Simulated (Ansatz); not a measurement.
# H₆NOSbSi: one species, many methods

How much do the methods differ for H₆NOSbSi? The plan is to run it at one geometry with functionals of several rungs and with coupled cluster. The yardstick is the atomisation energy at the CCSD(T) limit.

The runs use Ansatz 0.2.0, Gaussian basis; functionals in def2-TZVPP, the program's frozen cores in correlated methods.

Levels to be run: PBE-D4, r2SCAN-D4, PBE0-D4, B3LYP-D4, ωB97X-V, ωB97M-V, B2PLYP; CCSD(T)/def2-TZVPP; MP2/def2-QZVPP; extrapolation to the limit.

## (1) The relaxed structure

All runs share one geometry, relaxed beforehand with PBE0-D4 in a triple-zeta def2 set. Sb takes the def2 core potential; no spin-orbit term is included.

SMILES `N[SiH](O)[SbH2]`, 10 atoms, charge 0, spin multiplicity 1.

Atoms are counted from 1 here; the program's logs count them from 0.

Bond lengths: N1–Si2 1.715 Å, N1–H5 1.008 Å, N1–H6 1.008 Å, Si2–O3 1.650 Å, Si2–Sb4 2.576 Å, Si2–H7 1.491 Å, O3–H8 0.960 Å, Sb4–H9 1.711 Å, Sb4–H10 1.711 Å. Angles: Si2–N1–H5 118.8°, Si2–N1–H6 120.8°, H5–N1–H6 111.1°, N1–Si2–O3 110.6°, N1–Si2–Sb4 118.3°, N1–Si2–H7 104.1°, O3–Si2–Sb4 101.3°, O3–Si2–H7 112.5°, Sb4–Si2–H7 110.4°, Si2–O3–H8 115.5°, Si2–Sb4–H9 89.9°, Si2–Sb4–H10 90.4°, H9–Sb4–H10 91.1°.

## (2) PBE-D4 (GGA)

in.yaml

```yaml
crystal:
  periodic: [false, false, false]
  atoms:
    - {symbol: N, position_ang: [-1.201593, -0.243843, -0.809801]}
    - {symbol: Si, position_ang: [0.337083, -0.566597, -0.125157]}
    - {symbol: O, position_ang: [0.200303, -1.620649, 1.136304]}
    - {symbol: Sb, position_ang: [1.615874, 1.379017, 0.976870]}
    - {symbol: H, position_ang: [-1.276583, -0.141169, -1.809331]}
    - {symbol: H, position_ang: [-1.865864, 0.345418, -0.333289]}
    - {symbol: H, position_ang: [1.126533, -1.130941, -1.257016]}
    - {symbol: H, position_ang: [-0.390852, -2.363617, 0.991678]}
    - {symbol: H, position_ang: [0.153959, 1.953830, 1.654588]}
    - {symbol: H, position_ang: [1.384337, 2.337351, -0.421944]}
basis:
  gaussian: {orbitals: def2-TZVPP}
hamiltonian: {xc: pbe, dispersion: d4}
output: {forces: true, orbitals: {seedname: orbitals}}
```

The run is started by

```sh
> ansatz run in.yaml --threads 4 --pin off --events-out ev --progress --plain --max-ram 10444MiB
```

The runs that follow: r2SCAN-D4 (meta-GGA); PBE0-D4 (hybrid); B3LYP-D4 (hybrid); ωB97X-V (range-separated); ωB97M-V (range-separated); B2PLYP (double hybrid); CCSD(T) in def2-TZVPP; MP2 in def2-QZVPP.

Q: Predict the results of all the runs planned. Wanted: atomisation energy, CCSD(T)/CBS; farthest; mean size of error, hybrid; mean size of error, range-separated; gap, smallest and largest; T1 diagnostic; triples share of the correlation energy.

**Answer**, as computed:

| quantity | value |
| --- | --- |
| atomisation energy, CCSD(T)/CBS | 32.773 eV |
| functionals within 0.328 eV (1.0 %) | PBE-D4, B3LYP-D4, ωB97X-V, ωB97M-V |
| farthest | B2PLYP (-0.635 eV) |
| mean size of error, hybrid | 0.311 eV |
| mean size of error, range-separated | 0.128 eV |
| gap, smallest and largest | 4.70 eV (PBE-D4), 10.61 eV (ωB97X-V) |
| T1 diagnostic | 0.0129 |
| triples share of the correlation energy | 3.3 % |

PBE-D4 is off by +0.134 eV. Double hybrids carry the basis error of their MP2 part in triple zeta, and no dispersion term here, so their miss is partly the set-up's. Misses under about 0.328 eV are within the doubt on the reference itself, which lacks core-valence correlation, spin-orbit coupling and higher excitations, and its outer-core shells are covered unevenly. All levels share the lack of spin-orbit coupling, which lowers the free heavy atoms and so the true binding. Hartree-Fock recovers 67 % of the binding; the rest is correlation. The gap grows from 4.7 to 10.6 eV across the functionals, mostly with the share of exact exchange. Correlated methods include outer-core shells of Sb, which these sets cover unevenly.
